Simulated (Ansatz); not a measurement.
# CH5GeNO, SMILES C[O][Ge][NH2]: a rigid scan of one bond length

Computed with Ansatz 0.2.0 through its Python package.

Run as a notebook:

```python
import ansatz as az
import numpy as np
```

```python
geometry_ang = [
    ("C", (0.3332, 0.8796, -1.0464)),
    ("O", (1.1281, 0.4045, -0.0667)),
    ("Ge", (0.6623, -1.3213, 0.157)),
    ("N", (-0.5632, -1.4481, 1.4646)),
    ("H", (0.4294, 0.3864, -2.0435)),
    ("H", (-0.7807, 0.8995, -0.7404)),
    ("H", (0.5698, 1.9931, -1.2177)),
    ("H", (-1.4144, -0.8887, 1.1156)),
    ("H", (-0.276, -0.9513, 2.3604)),
]
ch5geno = az.Crystal.molecule()
for symbol, xyz in geometry_ang:
    ch5geno = ch5geno.atom(symbol, xyz)
```

```python
symbols = [site.symbol for site in ch5geno.cartesian_sites]
start = np.array([site.position_ang for site in ch5geno.cartesian_sites])
axis = (start[7] - start[3]) / np.linalg.norm(start[7] - start[3])
moving = [7]
lengths, energies = [0.947, 0.991, 1.034, 1.077, 1.12, 1.163, 1.206, 1.27], []
for length in lengths:
    xyz = start.copy()
    xyz[moving] += (length - np.linalg.norm(start[7] - start[3])) * axis
    point = az.Crystal.molecule()
    for symbol, place in zip(symbols, xyz):
        point = point.atom(symbol, place.tolist())
    setup = point.calculation()
    setup = setup.basis(gaussian="def2-SVP")
    setup = setup.functional("pbe")
    rep = setup.run(threads=1, pin="off").report
    energies.append(rep["free_energy_ev"])
    print(f"r = {length:6.3f} A  E = {energies[-1]:.5f} eV  <S^2> = {abs(rep['mean_field']['state']['spin_squared']):.3f}")

# quartic fit about the minimum
fit = np.polynomial.Polynomial.fit(lengths, np.array(energies) - min(energies), 4).convert()
roots = [r.real for r in fit.deriv().roots() if abs(r.imag) < 1e-9 and fit.deriv(2)(r.real) > 0]
r_e = min(roots, key=lambda r: abs(r - lengths[int(np.argmin(energies))]))
print(f"minimum of the fit at {r_e:.4f} A, force constant {fit.deriv(2)(r_e):.2f} eV/A^2")
```

    r =  0.947 A  E = -61148.10563 eV  <S^2> = 0.000
    r =  0.991 A  E = -61148.25800 eV  <S^2> = 0.000
    r =  1.034 A  E = -61148.30748 eV  <S^2> = 0.000
    r =  1.077 A  E = -61148.28252 eV  <S^2> = 0.000
    r =  1.120 A  E = -61148.20155 eV  <S^2> = 0.000
    r =  1.163 A  E = -61148.07900 eV  <S^2> = 0.000
    r =  1.206 A  E = -61147.92616 eV  <S^2> = 0.000
    r =  1.270 A  E = -61147.66106 eV  <S^2> = 0.000
    minimum of the fit at 1.0393 A, force constant 39.05 eV/A^2

Reading the output:
- Total energies depend on the basis set; only differences at equal settings carry meaning.
- The rest of the molecule is held rigid at a force-field or estimated start geometry, and the basis set is modest; single-reference methods fail as a bond breaks.
- The orbitals are restricted, so S² is zero by construction.
- It ran for 16 s on 1 thread of Arm Neoverse V2, on a shared host, peak memory 0.2 GiB.

(Lines on the test bed's own set-up are left out of the output.)
